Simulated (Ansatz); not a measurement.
**Cl₂H₂SSn: basis-set convergence**

An exercise on one series of results from a longer session: the logs are not shown, and one member is left open.

Method: one geometry, several basis sets; program: Ansatz 0.2.0, Gaussian basis.

Levels to be run: PBE0-D4/def2-SVP; ωB97M-V/def2-SVP; PBE0-D4/def2-QZVPP; ωB97M-V/def2-QZVPP; the functionals' def2-TZVPP values are taken from earlier runs.

**Structure used throughout**

All runs share one geometry, relaxed beforehand with PBE0-D4 in a triple-zeta def2 set. Sn takes the def2 core potential; no spin-orbit term is included.

SMILES `[SH][SnH]([Cl])[Cl]`, 6 atoms, charge 0, spin multiplicity 1.

Atoms are counted from 1 here; the program's logs count them from 0.

Bond lengths: S1–Sn2 2.375 Å, S1–H5 1.345 Å, Sn2–Cl3 2.316 Å, Sn2–Cl4 2.309 Å, Sn2–H6 1.697 Å. Angles: Sn2–S1–H5 92.1°, S1–Sn2–Cl3 108.8°, S1–Sn2–Cl4 105.5°, S1–Sn2–H6 117.2°, Cl3–Sn2–Cl4 108.3°, Cl3–Sn2–H6 107.7°, Cl4–Sn2–H6 109.2°.

The first run:

The input, in.yaml:

```yaml
crystal:
  periodic: [false, false, false]
  atoms:
    - {symbol: S, position_ang: [-0.285886, 0.525413, -1.853891]}
    - {symbol: Sn, position_ang: [0.246652, -0.314047, 0.303414]}
    - {symbol: Cl, position_ang: [-1.280104, 0.527948, 1.828044]}
    - {symbol: Cl, position_ang: [-0.050546, -2.599509, 0.168767]}
    - {symbol: H, position_ang: [-0.390337, 1.784643, -1.391624]}
    - {symbol: H, position_ang: [1.802422, 0.011453, 0.899089]}
basis:
  gaussian: {orbitals: def2-SVP}
hamiltonian: {xc: pbe0, dispersion: d4}
output: {orbitals: {seedname: orbitals}}
```

Started as:

```console
ansatz run in.yaml --threads 2 --pin off --events-out ev --progress --plain --max-ram 32768MiB --backend cpu
```

Among the steps run: PBE0-D4 in def2-SVP; ωB97M-V in def2-SVP; PBE0-D4 in def2-QZVPP; ωB97M-V in def2-QZVPP.

One table of the session follows, with a row left open; its other results are not shown here.

It belongs to the step «Functionals by basis». 

```
functional       basis  HOMO (eV)  LUMO (eV)
   PBE0-D4    def2-SVP          ?          ?
   PBE0-D4  def2-TZVPP      -8.12      -1.95
   PBE0-D4  def2-QZVPP      -8.14      -2.01
   ωB97M-V    def2-SVP     -10.15       0.37
   ωB97M-V  def2-TZVPP     -10.31       0.05
   ωB97M-V  def2-QZVPP     -10.35      -0.08
```

**Question.** Estimate the row for PBE0-D4, def2-SVP.

**Answer.** HOMO (eV): -7.99; LUMO (eV): -1.76. In the column «HOMO (eV)» it is the highest.
